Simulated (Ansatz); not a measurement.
# AlNi (CsCl type): how the settings move a single-point run

Aim: see which settings change the result for AlNi (CsCl type), by how much, and at what cost.

Computed with Ansatz 0.2.0 (reference: DFT, PBE, all-electron LAPW, scalar-relativistic, unless a step's input says otherwise).

### 1 The structure to begin with

The structure is cubic, space group Pm-3m (No. 221). The conventional cell has a = 2.834 Å, b = 2.834 Å, c = 2.834 Å, α = 90.00°, β = 90.00°, γ = 90.00°. Around Ni (site symmetry m-3m) lie 8 Al at 2.45 Å. Al (site symmetry m-3m) has 8 Ni at 2.45 Å as nearest neighbours.

Structure file:

```cif
data_structure
_symmetry_space_group_name_H-M 'P 1'
_symmetry_Int_Tables_number 1
_cell_length_a 2.8343
_cell_length_b 2.8343
_cell_length_c 2.8343
_cell_angle_alpha 90.000
_cell_angle_beta 90.000
_cell_angle_gamma 90.000
_cell_volume 22.77
loop_
_atom_site_label
_atom_site_type_symbol
_atom_site_fract_x
_atom_site_fract_y
_atom_site_fract_z
_atom_site_occupancy
Ni1 Ni 0.00000 0.00000 0.00000 1
Al1 Al 0.50000 0.50000 0.50000 1
```

### 2 Baseline

Contents of input.yaml:

```yaml
crystal:
  lattice:
    - [2.834337162, 0.0, 0.0]
    - [0.0, 2.834337162, 0.0]
    - [0.0, 0.0, 2.834337162]
  atoms:
    - { symbol: Ni, position: [0.0, 0.0, 0.0] }
    - { symbol: Al, position: [0.5, 0.5, 0.5] }
kpoints:
  mp_grid: { grid: [14, 14, 14] }
scf:
  occupations: { method: fermi_dirac, width: 0.08 }
hamiltonian:
  xc: pbe
  pseudopotentials: { kind: all_electron, lapw: { basis_error: 0.001 } }
output:
  forces: true
  stress: true
  eigenvalues: true
  populations: true
```

Run with:

```console
$ ansatz run input.yaml --threads 1 --pin off --max-ram 2048MiB --backend cpu --events-out ev --progress --plain --runs-dir out
```

### 3 Changing settings: mp_grid.grid [21, 21, 21]

input.yaml, as its differences from that of step 2:

```diff
@@ -9,3 +9,3 @@
 kpoints:
-  mp_grid: { grid: [14, 14, 14] }
+  mp_grid: { grid: [21, 21, 21] }
 scf:
```

Q: Predict the outcome of this session. Wanted: for each run, ending; energy change; pressure; gap; force.

As calculated:

| run | ending | energy change | pressure (GPa) | gap (eV) | force (eV/Å) | cycles | time |
| --- | --- | --- | --- | --- | --- | --- | --- |
| reference | converged | 0 | 11.2 | 0.00 | 0.00 | 8 | 10 s |
| 1: mp_grid.grid [21, 21, 21] | converged | -0.2 meV/atom | 11.2 | 0.00 | 0.00 | 8 | 20 s |

Residual by cycle in the longest SCF loop of each run; runs are numbered as in the table. The quantity is the density residual dr2, in eV.

| cycle | reference | run 1 |
| --- | --- | --- |
| 1 | 0.682 | 0.682 |
| 2 | 0.203 | 0.204 |
| 3 | 0.188 | 0.188 |
| 4 | 0.0031 | 0.00316 |
| 5 | 4.5e-5 | 4.5e-5 |
| 6 | 1.2e-6 | 1.2e-6 |
| 7 | 1.9e-8 | 2.1e-8 |
| 8 | 2.3e-9 | 2.2e-9 |

What this shows: Changing the k-point mesh leaves the energy as it was (-0.2 meV/atom). Cost: 20 s against 10 s.
